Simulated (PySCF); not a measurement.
**Al2Cl7: relaxation and vibrations and intensities**

The task, for Al2Cl7: 2 runs in a chain (relaxation and vibrations and intensities).

Method: relaxation, pbe, def2-tzvpd, and further levels as typed in the inputs, in PySCF 2.14.0.

### 1 The structure to begin with

Bond lengths: Cl1–Al2 2.283 Å, Cl1–Al3 2.283 Å, Al2–Cl4 2.100 Å, Al2–Cl5 2.100 Å, Al2–Cl6 2.100 Å, Al3–Cl7 2.100 Å, Al3–Cl8 2.100 Å, Al3–Cl9 2.100 Å. Angles: Cl1–Al2–Cl4 119.4°, Cl1–Al2–Cl5 119.4°, Cl1–Al2–Cl6 124.5°, Cl4–Al2–Cl5 118.1°, Cl4–Al2–Cl6 81.3°, Cl5–Al2–Cl6 81.3°, Al2–Cl1–Al3 122.4°, Cl1–Al3–Cl7 119.4°, Cl1–Al3–Cl8 119.4°, Cl1–Al3–Cl9 124.5°, Cl7–Al3–Cl8 118.1°, Cl7–Al3–Cl9 81.3°, Cl8–Al3–Cl9 81.3°.

Structure file:

```xyz
9

Cl    0.0000    0.0000    0.0000
Al    2.0000    0.0000    1.1000
Al   -2.0000    0.0000    1.1000
Cl    3.0593    1.8008    1.3119
Cl    3.0593   -1.8008    1.3119
Cl    2.2090    0.0000    3.1896
Cl   -3.0593    1.8008    1.3119
Cl   -3.0593   -1.8008    1.3119
Cl   -2.2090    0.0000    3.1896
```

### 2 Relaxation: Al2Cl7, charge -1

File run.py:

```python
from pyscf import gto, dft
from pyscf.geomopt.geometric_solver import optimize
mol = gto.M(atom="mol.xyz", basis="def2-tzvpd", charge=-1, verbose=4)
mf = dft.RKS(mol, xc="pbe").density_fit().run(conv_tol=1e-9)
m = optimize(mf, maxsteps=60)
print("optimised structure (A):")
for k in range(m.natm): print(m.atom_symbol(k), *(f"{x:.8f}" for x in m.atom_coords(unit="A")[k]))
```

Launch:

```bash
$ python run.py
```

Log:

```text
6716355 AA   -4.376178545849   1.519183859705   6.018053405623 Bohr

******** <class 'pyscf.scf.hf.DFRKS_Scanner'> ********
method = DFRKS_Scanner
initial guess = minao
damping factor = 0
level_shift factor = 0
DIIS = <class 'pyscf.scf.diis.CDIIS'>
diis_start_cycle = 1
diis_space = 8
diis_damp = 0
SCF conv_tol = 1e-09
SCF conv_tol_grad = None
SCF max_cycles = 50
direct_scf = False
XC library pyscf.dft.libxc version 7.0.0
    S. Lehtola, C. Steigemann, M. J.T. Oliveira, and M. A.L. Marques.,  SoftwareX 7, 1–5 (2018)
XC functionals = pbe
    J. P. Perdew, K. Burke, and M. Ernzerhof.,  Phys. Rev. Lett. 77, 3865 (1996)
    J. P. Perdew, K. Burke, and M. Ernzerhof.,  Phys. Rev. Lett. 78, 1396 (1997)
    J. P. Perdew, K. Burke, and M. Ernzerhof.,  Phys. Rev. Lett. 77, 3865 (1996)
    J. P. Perdew, K. Burke, and M. Ernzerhof.,  Phys. Rev. Lett. 78, 1396 (1997)
radial grids:
    Treutler-Ahlrichs [JCP 102, 346 (1995); DOI:10.1063/1.469408] (M4) radial grids

becke partition: Becke, JCP 88, 2547 (1988); DOI:10.1063/1.454033
pruning grids: <function nwchem_prune at 0x7a867396dbc0>
grids dens level: 3
symmetrized grids: False
atomic radii adjust function: <function treutler_atomic_radii_adjust at 0x7a867396e8e0>
small_rho_cutoff = 0
Set gradient conv threshold to 3.16228e-05
tot grids = 170520
init E= -3705.43834204586
  HOMO = -0.15278155565096  LUMO = 0.0597079711543694  gap/eV = 5.78213
cycle= 1 E= -3705.44131611305  delta_E= -0.00297  |g|= 0.00671  |ddm|= 0.0815
  HOMO = -0.151632205585684  LUMO = 0.060424191077696  gap/eV = 5.77035
cycle= 2 E= -3705.44131701565  delta_E= -9.03e-07  |g|= 0.00661  |ddm|= 0.0133
  HOMO = -0.152038446568804  LUMO = 0.0602187790241931  gap/eV = 5.77581
cycle= 3 E= -3705.44132775379  delta_E= -1.07e-05  |g|= 0.00207  |ddm|= 0.00701
  HOMO = -0.152016341082371  LUMO = 0.0602716075727685  gap/eV = 5.77665
cycle= 4 E= -3705.44132875116  delta_E= -9.97e-07  |g|= 0.000693  |ddm|= 0.00203
  HOMO = -0.152000993630257  LUMO = 0.0602592938012517  gap/eV = 5.77590
cycle= 5 E= -3705.4413288684  delta_E= -1.17e-07  |g|= 0.000106  |ddm|= 0.000651
  HOMO = -0.152000465996874  LUMO = 0.0602634279021352  gap/eV = 5.77599
cycle= 6 E= -3705.44132887089  delta_E= -2.49e-09  |g|= 4.11e-05  |ddm|= 0.000119
  HOMO = -0.152001048095564  LUMO = 0.0602618641720894  gap/eV = 5.77597
cycle= 7 E= -3705.44132887136  delta_E= -4.69e-10  |g|= 7.26e-06  |ddm|= 3.86e-05
  HOMO = -0.152001020188558  LUMO = 0.0602622461024847  gap/eV = 5.77598
Extra cycle  E= -3705.44132887134  delta_E= 2.18e-11  |g|= 1.08e-05  |ddm|= 1.55e-05
converged SCF energy = -3705.44132887134

******** <class 'pyscf.grad.rhf.Gradients_Scanner'> for <class 'pyscf.scf.hf.DFRKS_Scanner'> ********
unit = Eh/Bohr
grid_response = False
--------------- DFRKS_Scanner gradients ---------------
         x                y                z
0 Cl    -0.0003241524     0.0000638832     0.0003601332
1 Al    -0.0001049031    -0.0002911000    -0.0003992180
2 Al     0.0000936926    -0.0001750456    -0.0003725390
3 Cl     0.0003839592     0.0000347181     0.0001081140
4 Cl     0.0001617241     0.0000221892     0.0001032841
5 Cl     0.0001475659     0.0002451088     0.0000838979
6 Cl    -0.0002468242     0.0001403423    -0.0000105422
7 Cl    -0.0001315397    -0.0000043700    -0.0000343154
8 Cl    -0.0000126599     0.0000359831     0.0001222453
----------------------------------------------
cycle 39: E = -3705.44132887  dE = -8.32343e-05  norm(grad) = 0.0010365

Geometry optimization cycle 40
Cartesian coordinates (Angstrom)
 Atom        New coordinates             dX        dY        dZ
  Cl  -0.003940   0.988483   0.480186    0.006128 -0.002564 -0.001306
  Al   1.949168  -0.088185   1.093276   -0.006484 -0.016366  0.003281
  Al  -2.025950   0.119369   1.192410    0.008777  0.002902  0.010317
  Cl   3.340581   1.501308   0.710256   -0.058070  0.040770  0.039208
  Cl   2.196367  -1.744093  -0.228594    0.030241  0.021190 -0.037746
  Cl   1.782101  -0.621899   3.150798   -0.016388 -0.082737 -0.012493
  Cl  -3.328171   1.023543  -0.252388    0.057015 -0.020314 -0.048820
  Cl  -1.907474  -2.002066   1.051001    0.017999 -0.000460  0.067481
  Cl  -2.342911   0.847940   3.176547   -0.027137  0.044022 -0.008070
New geometry
   1 Cl    -0.003939880831   0.988482713287   0.480185787478 AA   -0.007445295735   1.867961606980   0.907419627243 Bohr
   2 Al     1.949167597185  -0.088185349209   1.093275572026 AA    3.683392929556  -0.166646158203   2.065991409807 Bohr
   3 Al    -2.025949592732   0.119369213454   1.192410245048 AA   -3.828489872438   0.225575121133   2.253328791266 Bohr
   4 Cl     3.340581393911   1.501307760804   0.710256138524 AA    6.312783931309   2.837060496603   1.342189580102 Bohr
   5 Cl     2.196367078551  -1.744093267851  -0.228593872653 AA    4.150532247472  -3.295858611936  -0.431979813067 Bohr
   6 Cl     1.782100546918  -0.621898506777   3.150798290837 AA    3.367681960113  -1.175217855084   5.954145843429 Bohr
   7 Cl    -3.328171248037   1.023543438601  -0.252388141236 AA   -6.289332154442   1.934216775551  -0.476944464024 Bohr
   8 Cl    -1.907474406073  -2.002065618808   1.051000900702 AA   -3.604604217095  -3.783355702956   1.986103858998 Bohr
   9 Cl    -2.342910687985   0.847939523576   3.176546578176 AA   -4.427459534608   1.602373469754   6.002803054676 Bohr

******** <class 'pyscf.scf.hf.DFRKS_Scanner'> ********
method = DFRKS_Scanner
initial guess = minao
damping factor = 0
level_shift factor = 0
DIIS = <class 'pyscf.scf.diis.CDIIS'>
diis_start_cycle = 1
diis_space = 8
diis_damp = 0
SCF conv_tol = 1e-09
SCF conv_tol_grad = None
SCF max_cycles = 50
direct_scf = False
XC library pyscf.dft.libxc version 7.0.0
    S. Lehtola, C. Steigemann, M. J.T. Oliveira, and M. A.L. Marques.,  SoftwareX 7, 1–5 (2018)
XC functionals = pbe
    J. P. Perdew, K. Burke, and M. Ernzerhof.,  Phys. Rev. Lett. 77, 3865 (1996)
    J. P. Perdew, K. Burke, and M. Ernzerhof.,  Phys. Rev. Lett. 78, 1396 (1997)
    J. P. Perdew, K. Burke, and M. Ernzerhof.,  Phys. Rev. Lett. 77, 3865 (1996)
    J. P. Perdew, K. Burke, and M. Ernzerhof.,  Phys. Rev. Lett. 78, 1396 (1997)
radial grids:
    Treutler-Ahlrichs [JCP 102, 346 (1995); DOI:10.1063/1.469408] (M4) radial grids

becke partition: Becke, JCP 88, 2547 (1988); DOI:10.1063/1.454033
pruning grids: <function nwchem_prune at 0x7a867396dbc0>
grids dens level: 3
symmetrized grids: False
atomic radii adjust function: <function treutler_atomic_radii_adjust at 0x7a867396e8e0>
small_rho_cutoff = 0
Set gradient conv threshold to 3.16228e-05
tot grids = 170520
init E= -3705.43847482738
  HOMO = -0.153173541823295  LUMO = 0.0603676678976057  gap/eV = 5.81075
cycle= 1 E= -3705.44125333575  delta_E= -0.00278  |g|= 0.00961  |ddm|= 0.119
  HOMO = -0.151487247414971  LUMO = 0.0617286073607725  gap/eV = 5.80190
cycle= 2 E= -3705.4412528238  delta_E= 5.12e-07  |g|= 0.00982  |ddm|= 0.0195
  HOMO = -0.152020387380633  LUMO = 0.061295529940197  gap/eV = 5.80462
cycle= 3 E= -3705.44127655379  delta_E= -2.37e-05  |g|= 0.00317  |ddm|= 0.0101
  HOMO = -0.152013177510082  LUMO = 0.0613737227571221  gap/eV = 5.80655
cycle= 4 E= -3705.44127899831  delta_E= -2.44e-06  |g|= 0.00107  |ddm|= 0.00315
  HOMO = -0.151981930993426  LUMO = 0.0613601538891366  gap/eV = 5.80533
cycle= 5 E= -3705.4412792685  delta_E= -2.7e-07  |g|= 0.000133  |ddm|= 0.00101
  HOMO = -0.151979395942717  LUMO = 0.0613663491686765  gap/eV = 5.80543
cycle= 6 E= -3705.44127927246  delta_E= -3.96e-09  |g|= 5.4e-05  |ddm|= 0.000158
  HOMO = -0.151980630060155  LUMO = 0.0613645799511214  gap/eV = 5.80542
cycle= 7 E= -3705.44127927321  delta_E= -7.58e-10  |g|= 6.64e-06  |ddm|= 4.51e-05
  HOMO = -0.151980681125432  LUMO = 0.0613645210946007  gap/eV = 5.80542
Extra cycle  E= -3705.44127927321  delta_E= 8.19e-12  |g|= 8.17e-06  |ddm|= 1.02e-05
converged SCF energy = -3705.44127927321

******** <class 'pyscf.grad.rhf.Gradients_Scanner'> for <class 'pyscf.scf.hf.DFRKS_Scanner'> ********
unit = Eh/Bohr
grid_response = False
--------------- DFRKS_Scanner gradients ---------------
         x                y                z
[... 725 lines left out ...]
  Cl   2.195045  -1.718002  -0.286080   -0.002598 -0.001427  0.000452
  Cl   1.723681  -0.664876   3.111819    0.000617  0.001429 -0.000785
  Cl  -3.379695   0.952556  -0.223707   -0.002227  0.002402  0.005212
  Cl  -1.874378  -1.984589   1.163712   -0.000177  0.001280  0.001732
  Cl  -2.291460   0.964315   3.166123    0.003064  0.000448  0.002755
New geometry
   1 Cl    -0.004026482409   0.985452586488   0.438666261013 AA   -0.007608948998   1.862235497206   0.828959093401 Bohr
   2 Al     1.943767848698  -0.090085658773   1.072574110810 AA    3.673188883774  -0.170237222832   2.026871317730 Bohr
   3 Al    -2.012100471070   0.140396880852   1.215887240906 AA   -3.802318825431   0.265311653553   2.297693883666 Bohr
   4 Cl     3.385603337082   1.469194026239   0.766834936723 AA    6.397863073498   2.776374333439   1.449108013154 Bohr
   5 Cl     2.195044788108  -1.718002264748  -0.286079880004 AA    4.148033480678  -3.246553761757  -0.540612622956 Bohr
   6 Cl     1.723680912140  -0.664875633114   3.111819303903 AA    3.257284850084  -1.256432853483   5.880486233511 Bohr
   7 Cl    -3.379695028365   0.952555667733  -0.223706504215 AA   -6.386697988165   1.800069330417  -0.422744025250 Bohr
   8 Cl    -1.874377541321  -1.984589344652   1.163711810917 AA   -3.542060207132  -3.750330331122   2.199096610554 Bohr
   9 Cl    -2.291459510415   0.964315210129   3.166122641051 AA   -4.330230900214   1.822291644896   5.983104668371 Bohr

******** <class 'pyscf.scf.hf.DFRKS_Scanner'> ********
method = DFRKS_Scanner
initial guess = minao
damping factor = 0
level_shift factor = 0
DIIS = <class 'pyscf.scf.diis.CDIIS'>
diis_start_cycle = 1
diis_space = 8
diis_damp = 0
SCF conv_tol = 1e-09
SCF conv_tol_grad = None
SCF max_cycles = 50
direct_scf = False
XC library pyscf.dft.libxc version 7.0.0
    S. Lehtola, C. Steigemann, M. J.T. Oliveira, and M. A.L. Marques.,  SoftwareX 7, 1–5 (2018)
XC functionals = pbe
    J. P. Perdew, K. Burke, and M. Ernzerhof.,  Phys. Rev. Lett. 77, 3865 (1996)
    J. P. Perdew, K. Burke, and M. Ernzerhof.,  Phys. Rev. Lett. 78, 1396 (1997)
    J. P. Perdew, K. Burke, and M. Ernzerhof.,  Phys. Rev. Lett. 77, 3865 (1996)
    J. P. Perdew, K. Burke, and M. Ernzerhof.,  Phys. Rev. Lett. 78, 1396 (1997)
radial grids:
    Treutler-Ahlrichs [JCP 102, 346 (1995); DOI:10.1063/1.469408] (M4) radial grids

becke partition: Becke, JCP 88, 2547 (1988); DOI:10.1063/1.454033
pruning grids: <function nwchem_prune at 0x7a867396dbc0>
grids dens level: 3
symmetrized grids: False
atomic radii adjust function: <function treutler_atomic_radii_adjust at 0x7a867396e8e0>
small_rho_cutoff = 0
Set gradient conv threshold to 3.16228e-05
tot grids = 170520
init E= -3705.44165066984
  HOMO = -0.151213260537974  LUMO = 0.0611031406960607  gap/eV = 5.77742
cycle= 1 E= -3705.44143988547  delta_E= 0.000211  |g|= 0.000784  |ddm|= 0.00527
  HOMO = -0.151282171228635  LUMO = 0.0609953442732106  gap/eV = 5.77637
cycle= 2 E= -3705.4414396913  delta_E= 1.94e-07  |g|= 0.00119  |ddm|= 0.00204
  HOMO = -0.151279558119142  LUMO = 0.0610275379931019  gap/eV = 5.77717
cycle= 3 E= -3705.44144008552  delta_E= -3.94e-07  |g|= 0.000129  |ddm|= 0.00114
  HOMO = -0.151275716754876  LUMO = 0.0610265505969061  gap/eV = 5.77704
cycle= 4 E= -3705.44144008785  delta_E= -2.33e-09  |g|= 7.63e-05  |ddm|= 0.000166
  HOMO = -0.151276008162312  LUMO = 0.0610286938377547  gap/eV = 5.77711
cycle= 5 E= -3705.44144008931  delta_E= -1.46e-09  |g|= 1.34e-05  |ddm|= 7.14e-05
  HOMO = -0.151276437813223  LUMO = 0.0610281960704046  gap/eV = 5.77710
cycle= 6 E= -3705.44144008936  delta_E= -4.64e-11  |g|= 3.75e-06  |ddm|= 1.26e-05
  HOMO = -0.151276114689755  LUMO = 0.0610283891213337  gap/eV = 5.77710
Extra cycle  E= -3705.44144008935  delta_E= 4.55e-12  |g|= 5.84e-06  |ddm|= 7.83e-06
converged SCF energy = -3705.44144008935

******** <class 'pyscf.grad.rhf.Gradients_Scanner'> for <class 'pyscf.scf.hf.DFRKS_Scanner'> ********
unit = Eh/Bohr
grid_response = False
--------------- DFRKS_Scanner gradients ---------------
         x                y                z
0 Cl     0.0000137550    -0.0000118346    -0.0000105403
1 Al    -0.0000253819    -0.0000757798    -0.0000331494
2 Al     0.0000233099     0.0000149903    -0.0000332343
3 Cl     0.0000300217     0.0000362440     0.0000349854
4 Cl    -0.0000202172     0.0000475334     0.0000292245
5 Cl     0.0000073364     0.0000068364     0.0000174890
6 Cl    -0.0000027244    -0.0000123603    -0.0000149040
7 Cl    -0.0000021733     0.0000032894    -0.0000072595
8 Cl    -0.0000010907    -0.0000232755    -0.0000092638
----------------------------------------------
cycle 49: E = -3705.44144009  dE = 1.50781e-08  norm(grad) = 0.000135076

Geometry optimization cycle 50
Cartesian coordinates (Angstrom)
 Atom        New coordinates             dX        dY        dZ
  Cl  -0.004503   0.985462   0.438829   -0.000477  0.000009  0.000162
  Al   1.943637  -0.089851   1.071996   -0.000131  0.000234 -0.000579
  Al  -2.012339   0.141022   1.217328   -0.000239  0.000625  0.001441
  Cl   3.385148   1.469043   0.764215   -0.000455 -0.000151 -0.002619
  Cl   2.194132  -1.718681  -0.286018   -0.000913 -0.000679  0.000062
  Cl   1.724409  -0.664072   3.111452    0.000728  0.000804 -0.000367
  Cl  -3.380620   0.953995  -0.221083   -0.000925  0.001439  0.002623
  Cl  -1.875077  -1.984071   1.164457   -0.000700  0.000518  0.000746
  Cl  -2.290269   0.964552   3.167845    0.001190  0.000237  0.001722
New geometry
   1 Cl    -0.004503084839   0.985462037396   0.438828650490 AA   -0.008509597062   1.862253356834   0.829265965038 Bohr
   2 Al     1.943637335414  -0.089851375973   1.071995579680 AA    3.672942249411  -0.169794492505   2.025778052340 Bohr
   3 Al    -2.012339345903   0.141021698820   1.217327990677 AA   -3.802770233443   0.266492388392   2.300416506146 Bohr
   4 Cl     3.385148406615   1.469042640263   0.764215469267 AA    6.397003379511   2.776088255406   1.444157937071 Bohr
   5 Cl     2.194131867315  -1.718681441458  -0.286018131141 AA    4.146308310406  -3.247837219728  -0.540495934517 Bohr
   6 Cl     1.724408678289  -0.664072121730   3.111452058371 AA    3.258660128790  -1.254914437029   5.879792240035 Bohr
   7 Cl    -3.380619978204   0.953995105653  -0.221083339150 AA   -6.388445890038   1.802789473860  -0.417786961697 Bohr
   8 Cl    -1.875077438777  -1.984070924397   1.164457341258 AA   -3.543382821640  -3.749350658823   2.200505458717 Bohr
   9 Cl    -2.290269250237   0.964552108813   3.167844673971 AA   -4.327981634461   1.822739318529   5.986358838967 Bohr

******** <class 'pyscf.scf.hf.DFRKS_Scanner'> ********
method = DFRKS_Scanner
initial guess = minao
damping factor = 0
level_shift factor = 0
DIIS = <class 'pyscf.scf.diis.CDIIS'>
diis_start_cycle = 1
diis_space = 8
diis_damp = 0
SCF conv_tol = 1e-09
SCF conv_tol_grad = None
SCF max_cycles = 50
direct_scf = False
XC library pyscf.dft.libxc version 7.0.0
    S. Lehtola, C. Steigemann, M. J.T. Oliveira, and M. A.L. Marques.,  SoftwareX 7, 1–5 (2018)
XC functionals = pbe
    J. P. Perdew, K. Burke, and M. Ernzerhof.,  Phys. Rev. Lett. 77, 3865 (1996)
    J. P. Perdew, K. Burke, and M. Ernzerhof.,  Phys. Rev. Lett. 78, 1396 (1997)
    J. P. Perdew, K. Burke, and M. Ernzerhof.,  Phys. Rev. Lett. 77, 3865 (1996)
    J. P. Perdew, K. Burke, and M. Ernzerhof.,  Phys. Rev. Lett. 78, 1396 (1997)
radial grids:
    Treutler-Ahlrichs [JCP 102, 346 (1995); DOI:10.1063/1.469408] (M4) radial grids

becke partition: Becke, JCP 88, 2547 (1988); DOI:10.1063/1.454033
pruning grids: <function nwchem_prune at 0x7a867396dbc0>
grids dens level: 3
symmetrized grids: False
atomic radii adjust function: <function treutler_atomic_radii_adjust at 0x7a867396e8e0>
small_rho_cutoff = 0
Set gradient conv threshold to 3.16228e-05
tot grids = 170520
init E= -3705.44147219616
  HOMO = -0.15127018250133  LUMO = 0.0610403738097589  gap/eV = 5.77726
cycle= 1 E= -3705.44143982886  delta_E= 3.24e-05  |g|= 0.000258  |ddm|= 0.00239
  HOMO = -0.151275937080369  LUMO = 0.0610291370518785  gap/eV = 5.77712
cycle= 2 E= -3705.44143981796  delta_E= 1.09e-08  |g|= 0.000341  |ddm|= 0.000626
  HOMO = -0.151277305126648  LUMO = 0.0610319708979788  gap/eV = 5.77723
cycle= 3 E= -3705.44143984945  delta_E= -3.15e-08  |g|= 4.34e-05  |ddm|= 0.000351
  HOMO = -0.151276571831378  LUMO = 0.0610318552056646  gap/eV = 5.77721
cycle= 4 E= -3705.44143984977  delta_E= -3.24e-10  |g|= 1.43e-05  |ddm|= 4.36e-05
  HOMO = -0.151277098043476  LUMO = 0.0610322125942551  gap/eV = 5.77723
Extra cycle  E= -3705.44143984973  delta_E= 4.55e-11  |g|= 1.98e-05  |ddm|= 2.62e-05
converged SCF energy = -3705.44143984973

******** <class 'pyscf.grad.rhf.Gradients_Scanner'> for <class 'pyscf.scf.hf.DFRKS_Scanner'> ********
unit = Eh/Bohr
grid_response = False
--------------- DFRKS_Scanner gradients ---------------
         x                y                z
0 Cl     0.0000175013    -0.0000170642    -0.0000085626
1 Al     0.0000061192     0.0000016894     0.0000074113
2 Al     0.0000093833     0.0000479877    -0.0000225281
3 Cl    -0.0000028953     0.0000040606     0.0000296835
4 Cl    -0.0000134059     0.0000116251     0.0000039501
5 Cl     0.0000003418    -0.0000004057     0.0000049442
6 Cl     0.0000038546    -0.0000132069    -0.0000048657
7 Cl     0.0000041734    -0.0000191656    -0.0000101631
8 Cl    -0.0000014902    -0.0000277201    -0.0000276067
----------------------------------------------
cycle 50: E = -3705.44143985  dE = 2.39625e-07  norm(grad) = 8.46127e-05
optimised structure (A):
Cl -0.00450308 0.98546204 0.43882865
Al 1.94363734 -0.08985138 1.07199558
Al -2.01233935 0.14102170 1.21732799
Cl 3.38514841 1.46904264 0.76421547
Cl 2.19413187 -1.71868144 -0.28601813
Cl 1.72440868 -0.66407212 3.11145206
Cl -3.38061998 0.95399511 -0.22108334
Cl -1.87507744 -1.98407092 1.16445734
Cl -2.29026925 0.96455211 3.16784467
```

Run time: 27 min. Hardware: 4 threads of Intel Xeon Platinum 8488C (Sapphire Rapids), shared host.

[end of part 1 of 2]
